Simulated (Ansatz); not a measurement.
# C₂H₅ClOSn: how energies converge with the basis set

One table from this session's results is given with a row withheld; the runs are named, their logs left out.

Method: one geometry, several basis sets; program: Ansatz 0.2.0, Gaussian basis.

Plan: PBE0-D4/def2-SVP; ωB97M-V/def2-SVP; PBE0-D4/def2-QZVPP; ωB97M-V/def2-QZVPP; the functionals' def2-TZVPP values are taken from earlier runs.

## The geometry

The geometry comes from an earlier relaxation with PBE0-D4 in a triple-zeta def2 set; it is a stationary point, not always the lowest conformer. Sn takes the def2 core potential; no spin-orbit term is included.

10 atoms, charge 0, spin multiplicity 1.

Atoms are counted from 1 here; the program's logs count them from 0.

Bond lengths: C1–Sn2 2.189 Å, C1–H6 1.092 Å, C1–H7 1.091 Å, C1–H8 1.094 Å, Sn2–H9 1.778 Å, O3–C4 1.191 Å, C4–Cl5 1.724 Å, C4–H10 1.097 Å. Angles: Sn2–C1–H6 110.3°, Sn2–C1–H7 111.8°, Sn2–C1–H8 108.6°, H6–C1–H7 109.7°, H6–C1–H8 107.8°, H7–C1–H8 108.6°, C1–Sn2–H9 93.4°, O3–C4–Cl5 122.8°, O3–C4–H10 124.8°, Cl5–C4–H10 112.4°.

Coordinates:

```
C    -1.3491   -1.1018    1.1168
Sn    0.5952   -0.1235    1.3475
O     0.4174    0.6682   -1.0529
C     1.0948    1.5731   -1.4268
Cl    1.0819    2.1386   -3.0553
H    -1.4830   -1.4417    0.0882
H    -2.1703   -0.4401    1.3944
H    -1.3751   -1.9825    1.7659
H     1.4828   -1.4808    0.6183
H     1.7883    2.1393   -0.7933
```

Set-up of the first run:

The input, in.yaml:

```yaml
crystal:
  periodic: [false, false, false]
  atoms:
    - {symbol: C, position_ang: [-1.349135, -1.101751, 1.116850]}
    - {symbol: Sn, position_ang: [0.595206, -0.123455, 1.347499]}
    - {symbol: O, position_ang: [0.417449, 0.668230, -1.052885]}
    - {symbol: C, position_ang: [1.094795, 1.573115, -1.426811]}
    - {symbol: Cl, position_ang: [1.081949, 2.138566, -3.055320]}
    - {symbol: H, position_ang: [-1.482955, -1.441667, 0.088240]}
    - {symbol: H, position_ang: [-2.170311, -0.440078, 1.394433]}
    - {symbol: H, position_ang: [-1.375056, -1.982492, 1.765863]}
    - {symbol: H, position_ang: [1.482830, -1.480797, 0.618347]}
    - {symbol: H, position_ang: [1.788329, 2.139328, -0.793314]}
basis:
  gaussian: {orbitals: def2-SVP}
hamiltonian: {xc: pbe0, dispersion: d4}
output: {orbitals: {seedname: orbitals}}
```

Steps of the session up to this table: PBE0-D4 in def2-SVP; ωB97M-V in def2-SVP; PBE0-D4 in def2-QZVPP; ωB97M-V in def2-QZVPP.

One table of the session follows, with a row left open; its other results are not shown here.

It belongs to the step «Density functionals: the series». 

| functional | basis | HOMO (eV) | LUMO (eV) |
| --- | --- | --- | --- |
| PBE0-D4 | def2-SVP | -5.63 | -2.24 |
| PBE0-D4 | def2-TZVPP | -5.72 | -2.41 |
| PBE0-D4 | def2-QZVPP | -5.74 | -2.46 |
| ωB97M-V | def2-SVP | ? | ? |
| ωB97M-V | def2-TZVPP | -7.76 | -0.08 |
| ωB97M-V | def2-QZVPP | -7.78 | -0.16 |

Q: Estimate the row for ωB97M-V, def2-SVP from the others.

As computed: HOMO (eV): -7.64; LUMO (eV): 0.18. In the column «HOMO (eV)» it lies between ωB97M-V, def2-TZVPP (-7.76) and PBE0-D4, def2-QZVPP (-5.74).
